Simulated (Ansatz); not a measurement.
# HfGe (Pm-3m) in Ansatz: a series of runs

Aim: see how the results for HfGe move with the level of theory and the settings. Levels: BPBE, LDA. Tasks: atomic charges, relaxation of cell and atoms.

Program: Ansatz 0.2.0. These are calculated values, not measurements. Logs are shortened: lines on timing, memory, paths and dates and some standing lists are left out, and cuts for length are marked.

## (1) The cell of the first run

Symmetry: Pm-3m, No. 221, cubic system. The conventional cell has a = 3.501 Å, b = 3.501 Å, c = 3.501 Å, α = 90.00°, β = 90.00°, γ = 90.00°. Around Hf (site symmetry m-3m) lie 8 Ge at 3.03 Å. Around Ge (site symmetry m-3m) lie 8 Hf at 3.03 Å.

The cell was built by a generator and needn't be a form met in nature.

## (2) Atomic charges, BPBE, spin-orbit coupling, no magnetisation (as made, not relaxed: species swapped into the ErZn type (Pm-3m, No. 221))

The input, input.yaml:

```yaml
crystal:
  lattice:
    - [3.50083787, 0.0, 0.0]
    - [0.0, 3.50083787, 0.0]
    - [0.0, 0.0, 3.50083787]
  atoms:
    - { symbol: Hf, position: [0.0, 0.0, 0.0] }
    - { symbol: Ge, position: [0.5, 0.5, 0.5] }
hamiltonian:
  xc: { exchange: b88, correlation: pbe }
  pseudopotentials: { kind: paw_fr }
magnetization:
  noncollinear: true
  spin_orbit: true
kpoints:
  mp_grid: { grid: [6, 6, 6] }
scf:
  occupations: { method: gaussian, width: 0.025 }
output:
  forces: true
  stress: true
  eigenvalues: true
  bader: true
  populations: true
```

Potentials or basis: Ansatz PAW.

Launch:

```
$ ansatz run input.yaml --threads 1 --pin off --max-ram 2560MiB --backend cpu --events-out ev --progress --plain --runs-dir out
```

Output:

```text
Warning: RAYON_NUM_THREADS=1 ignored (pool sized by the plan → 1); use --threads N
Engine: ansatz 0.2.0, aarch64-unknown-linux-gnu
Pseudopotentials: kind: paw_fr
Pseudopotential: Hf, paw_fr, valence charge 26, recommended cutoff 420 eV (normal), Hf.paw.azcp#standard-fr
Pseudopotential: Ge, paw_fr, valence charge 14, recommended cutoff 420 eV (normal), Ge.paw.azcp#standard-fr
Functional definition: unnamed
  exchange = b88_x
  correlation = pbe_c
non-collinear run that drives no moment, with spin-orbit: no starting moment large enough to seed its density (crystal.atoms[].spin), no starting occupations that ask for one, no magnetisation constraint and no magnetic field, so the semilocal B_xc is pinned to zero
Crystal: 2 atoms, lattice volume = 42.906 Å³
Basis set: ecut = 420 eV, 847 PW (Γ), exchange–correlation on 48×48×48 points (8 copies of the dense FFT grid, shifted against one another)
Bands: 48, of which v1, the nominal top of the filled ones, is band 40 counted from 1 (39 counted from 0)
Symmetry: 48 space group operations + 48 with time reversal
Magnetic group: BNS 221.93 (UNI 1595), of the structure as read, at distance tolerance 3.5e-5 Å
k-points: 20 of 216
Projection manifold: j_resolved (fully-relativistic pseudo-atomic orbitals)
Non-local potential: Hf, projectors of the file, l = 0: 3, l = 1: 4, l = 2: 4, l = 3: 6
Non-local potential: Ge, projectors of the file, l = 0: 2, l = 1: 4, l = 2: 6, l = 3: 2
PAW form: soft (Blöchl's): semilocal exchange-correlation on the pseudo side does not see the compensation charge
PAW frozen core: Hf, regenerated for the run's functional, and the local potential with it (the file was generated under x = pbe(κ = 0.804, μ = 0.2195149727645171), c = pbe(β = 0.06672455060314922))
PAW frozen core: Ge, regenerated for the run's functional, and the local potential with it (the file was generated under x = pbe(κ = 0.804, μ = 0.2195149727645171), c = pbe(β = 0.06672455060314922))
PAW one-centre angular grid: Hf, 590 points (default); XC on 96 Gauss nodes
PAW one-centre angular grid: Ge, 590 points (default); XC on 96 Gauss nodes
Initial density: superposition of atomic densities (chi_scale 0.1, normalization cell, long waves kept (reshape's long-wave potential 0.00 eV rms))
Initial wavefunctions: pseudopotential atomic-orbital guess
Functional: x = b88, c = pbe(β = 0.06672455060314922)
SCF iter   1: F=—  HF=-20081.814312 eV  |F-HF|=—  |Δ(HF+E_count)|=         —  Δρ=5.07e-2  dr2=1.80e0  dr2_m=0.00e0 (ungated)  ethr=3.10e-3  |M|=0.00e0 ∫|m|=0.00e0 μB  |m|>n=0.0e0 m-floor=0.0e0 τ_xc=0.0e0  β_m=0.30  ⟨swp⟩=6.2  Hψ=1946  notcnv=0
preconditioner: auto → Resta (q_TF=auto, 2.697 Å⁻¹)  ε∞=4.9  [insulator: Δε(μ)=0.063 eV  Ē_g=17.252 eV  σ=0.025 eV  W_gap=0.67  n_scr=18 (ndim 8)  ℏωp=34.0 eV  f_vac=0.000  D(μ)=2.30/eV (n_scr^D=26)  ε∞_Penn≈4.9]
spin=Noncollinear: Resta preconditioning applied to the charge; magnetization (m_x, m_y, m_z) channels mix plain (no charge-response kernel on spin).
[... 16 lines left out ...]
Free energy (F): -20081.198833 eV
Harris-Foulkes:  -20081.198833 eV  (|F-HF|=4.55e-9)
Internal energy: -20081.196895 eV  (E = F + TS)
E sigma→0 (E₀):  -20081.197864 eV
Entropy (-TS):   -0.001938 eV (-0.969 meV/atom)
Fermi energy:    15.069532 eV
--- Per-component energies (eV) ---
  E_band       = -154.030530
  E_kinetic    = 530.033326
  E_local      = -7583.645059  (includes V_loc(G=0)·N_el)
  E_nonlocal   = -828.258504
  E_hartree    = 3472.087934
  E_xc         = -374.549085
  E_vxc        = -328.889560  (∫ρ·V_xc dr)
  E_paw        = -9007.661293  (= ΣΔE_a)
  E_vpaw       = 1112.553608  (= ΣTr[D̂ρ^β])
  E_aug_tail   = 0.000297  (compensation charges beyond the density's cutoff)
  E_ewald      = -6288.944202
  E_core_change = -0.260308  (= ΣΔE_core)
  E_smearing   = -0.001938  (= −TS)
  E_closure    = -0.000000  (closes the sum)
  Σ components = -20081.198833   (vs F -20081.198833, Δ=0.00e0)
--- Forces (eV/Å), atoms counted from 1 ---
  atom   1  Hf    -0.00000000     0.00000000     0.00000000
  atom   2  Ge     0.00000000     0.00000000     0.00000000
  max |Σ_I F_I| component: 1.42e-29 eV/Å
--- Stress (GPa, compression-positive) ---
      -11.975349       0.000000      -0.000000
        0.000000     -11.975349       0.000000
       -0.000000       0.000000     -11.975349
  P = ⅓ Tr σ = -11.9753 GPa (-119.753 kbar)
--- Band table (eV; the first three rows and the last of 20) ---
  k-point 0: bands = ["-47.2553", "-47.2553", "-21.5331", "-21.5331", "-13.7325", "-13.7325", "-13.7325", "-13.7325", "-9.4953", "-9.4953", "-9.4953", "-9.4953", "-8.9130", "-8.9130", "-8.9130", "-8.9130", "-8.9081", "-8.9081", "1.8069", "1.8069", "1.8193", "1.8193", "1.8193", "1.8193", "3.5502", "3.5502", "3.5583", "3.5583", "3.5583", "3.5583", "3.5684", "3.5684", "4.3487", "4.3487", "13.9366", "13.9366", "13.9366", "13.9366", "16.2653", "16.2653", "16.8485", "16.8485", "16.8485", "16.8485", "18.0944", "18.0944", "18.0944", "18.0944"]
  k-point 1: bands = ["-47.2540", "-47.2540", "-21.5392", "-21.5392", "-13.7669", "-13.7669", "-13.7285", "-13.7285", "-9.4951", "-9.4951", "-9.4933", "-9.4933", "-8.9128", "-8.9128", "-8.9101", "-8.9101", "-8.9081", "-8.9081", "1.8071", "1.8071", "1.8188", "1.8188", "1.8195", "1.8195", "3.5500", "3.5500", "3.5571", "3.5571", "3.5598", "3.5598", "3.5677", "3.5677", "4.7095", "4.7095", "12.9708", "12.9708", "14.1001", "14.1001", "15.6880", "15.6880", "16.0264", "16.0264", "16.2179", "16.2179", "18.2678", "18.2678", "19.0480", "19.0480"]
  k-point 2: bands = ["-47.2515", "-47.2515", "-21.5516", "-21.5516", "-13.8346", "-13.8346", "-13.7204", "-13.7204", "-9.4947", "-9.4947", "-9.4895", "-9.4895", "-8.9123", "-8.9123", "-8.9082", "-8.9082", "-8.9041", "-8.9041", "1.8074", "1.8074", "1.8180", "1.8180", "1.8198", "1.8198", "3.5487", "3.5487", "3.5542", "3.5542", "3.5637", "3.5637", "3.5675", "3.5675", "5.6835", "5.6835", "10.6638", "10.6638", "14.4706", "14.4706", "14.9303", "14.9303", "15.1501", "15.1501", "17.6461", "17.6461", "18.4155", "18.4155", "20.7113", "20.7113"]
  k-point 19: bands = ["-47.2403", "-47.2403", "-21.6014", "-21.6014", "-13.8916", "-13.8916", "-13.8916", "-13.8916", "-9.4837", "-9.4837", "-9.4837", "-9.4837", "-8.9191", "-8.9191", "-8.8927", "-8.8927", "-8.8927", "-8.8927", "1.8044", "1.8044", "1.8189", "1.8189", "1.8189", "1.8189", "3.5383", "3.5383", "3.5613", "3.5613", "3.5644", "3.5644", "3.5644", "3.5644", "9.0678", "9.0678", "11.3167", "11.3167", "11.3455", "11.3455", "11.3455", "11.3455", "17.4512", "17.4512", "18.6925", "18.6925", "18.6925", "18.6925", "19.8215", "19.8215"]
--- Löwdin populations: 2 sites ---
  site symbol       q [e]
     0     Hf     25.5759
     1     Ge     14.3536
  spilling = 0.001761 (of n_electrons = 40.000000)
--- Bader charges: 2 sites ---
  site symbol  charge [e]  shift [e]  m_x [muB]  m_y [muB]  m_z [muB]
     0     Hf      1.0268     0.0000     0.0000     0.0000     0.0000
     1     Ge     -1.0268     0.0000     0.0000     0.0000     0.0000
  estimated error of the sums over rays = 3.0e-4 e
```

bader_charges.tsv:

```text
# site	symbol	x_ang	y_ang	z_ang	partial_charge_e	electrons	volume_ang3	relative_density_drop	shared_charge_e	partial_wave_shift_e	spin_moment_x_mub	spin_moment_y_mub	spin_moment_z_mub
# quadrature_error_electrons = 3.0e-4
0	Hf	0.0000	0.0000	0.0000	1.02677	70.97323	19.05	-	1.02677	0.00000	0.00000	0.00000	0.00000
1	Ge	1.7504	1.7504	1.7504	-1.02677	33.02677	23.86	-	-1.02677	0.00000	0.00000	0.00000	0.00000
```

Wall time 35 s (1 thread of Arm Neoverse N1, shared host); peak memory 0.49 GiB.

What came out:

- Free energy: -20081.1988 eV
- Pressure: -12.0 GPa
- Band gap on the k mesh: none (metal or under the smearing width)
- Bader charges: Hf +1.03; Ge -1.03 e

Levels at points of the mesh, in eV from the Fermi level:
| k point | band 37 | band 38 | band 39 | band 40 | band 41 | band 42 | band 43 | band 44 |
| --- | --- | --- | --- | --- | --- | --- | --- | --- |
| (0.00, 0.00, 0.00) | -1.13 | -1.13 | 1.20 | 1.20 | 1.78 | 1.78 | 1.78 | 1.78 |
| (0.00, 0.00, -0.50) | -0.44 | -0.44 | -0.42 | -0.42 | -0.20 | -0.20 | 3.42 | 3.42 |
| (0.00, -0.50, -0.50) | -2.62 | -2.62 | -1.68 | -1.68 | 1.44 | 1.44 | 1.62 | 1.62 |
| (-0.50, -0.50, -0.50) | -3.72 | -3.72 | -3.72 | -3.72 | 2.38 | 2.38 | 3.62 | 3.62 |

Caveat: the PAW data sets come from PBE, with cores solved anew for the run's functional, which leaves a small shift of forces and pressure.

## (3) Relaxation of cell and atoms, LDA, spin-orbit coupling, no magnetisation (as made, not relaxed: species swapped into the ErZn type (Pm-3m, No. 221))

The input, input.yaml:

```yaml
crystal:
  lattice:
    - [3.50083787, 0.0, 0.0]
    - [0.0, 3.50083787, 0.0]
    - [0.0, 0.0, 3.50083787]
  atoms:
    - { symbol: Hf, position: [0.0, 0.0, 0.0] }
    - { symbol: Ge, position: [0.5, 0.5, 0.5] }
hamiltonian:
  xc: lda
  pseudopotentials: { kind: nc_fr, xc_functional: pbe }
magnetization:
  noncollinear: true
  spin_orbit: true
kpoints:
  mp_grid: { grid: [8, 8, 8] }
scf:
  occupations: { method: cold, width: 0.01 }
output:
  forces: true
  stress: true
  write_density: true
  write_potential: true
  elf: true
  volumetric_format: npy
relax:
  f_tol: 0.01
  max_steps: 40
  cell: { stress_tol: 0.05 }
```

Potentials or basis: PseudoDojo standard (PBE files).

Launch:

```
$ ansatz run input.yaml --threads 1 --pin off --max-ram 2560MiB --backend cpu --events-out ev --progress --plain --runs-dir out
```

It took 4.8 min on 1 thread of Arm Neoverse N1, shared host; peak memory 0.54 GiB.

Results (log left out):

| Property | Result |
| --- | --- |
| Free energy | -3956.0963 eV |
| Relaxed volume | 17.55 Å³/atom |
| Relaxed cell | a = 3.274 Å, b = 3.274 Å, c = 3.274 Å, α = 90.00°, β = 90.00°, γ = 90.00° |
| Space group after relaxing (to 0.05 Å) | Pm-3m (No. 221) |
| Energy gained by relaxing | 257.9 meV/atom |
| Ionic steps | 8 |
| Pressure after relaxing | 0.0 GPa |
| Band gap on the k mesh | none (metal or under the smearing width) |

The path:
```csv
step,energy change (eV),largest force (eV/Å),volume (Å³)
1,0.0000,0.0000,42.91
2,-0.4790,0.0000,36.93
3,-0.5083,0.0000,34.31
4,-0.5164,0.0000,35.19
5,-0.5165,0.0000,35.12
6,-0.5159,0.0000,35.12
7,-0.5159,0.0000,35.11
8,-0.5159,0.0000,35.11
```

Final structure:
```cif
data_structure
_symmetry_space_group_name_H-M 'P 1'
_symmetry_Int_Tables_number 1
_cell_length_a 3.2744
_cell_length_b 3.2744
_cell_length_c 3.2744
_cell_angle_alpha 90.000
_cell_angle_beta 90.000
_cell_angle_gamma 90.000
_cell_volume 35.11
loop_
_atom_site_label
_atom_site_type_symbol
_atom_site_fract_x
_atom_site_fract_y
_atom_site_fract_z
_atom_site_occupancy
Hf1 Hf 0.00000 0.00000 0.00000 1
Ge1 Ge 0.50000 0.50000 0.50000 1
```

Levels at points of the mesh, in eV from the Fermi level:
```
              k point  band 23  band 24  band 25  band 26  band 27  band 28  band 29  band 30
   (0.00, 0.00, 0.00)    -1.58    -1.58     1.63     1.63     2.38     2.38     2.38     2.38
  (0.00, 0.00, -0.50)    -0.67    -0.67    -0.58    -0.58    -0.36    -0.36     4.25     4.25
 (0.00, -0.50, -0.50)    -2.70    -2.70    -1.82    -1.82     1.68     1.68     1.85     1.85
(-0.50, -0.50, -0.50)    -4.59    -4.59    -4.59    -4.59     3.20     3.20     4.83     4.83
```

Caveat: the volume moved by over 15 % at a fixed basis, so the end points are rough; the plane-wave basis is chosen anew once the cell has moved, so the energies of steps on either side of that aren't comparable; the potentials were made for another functional, which shifts forces and pressure.
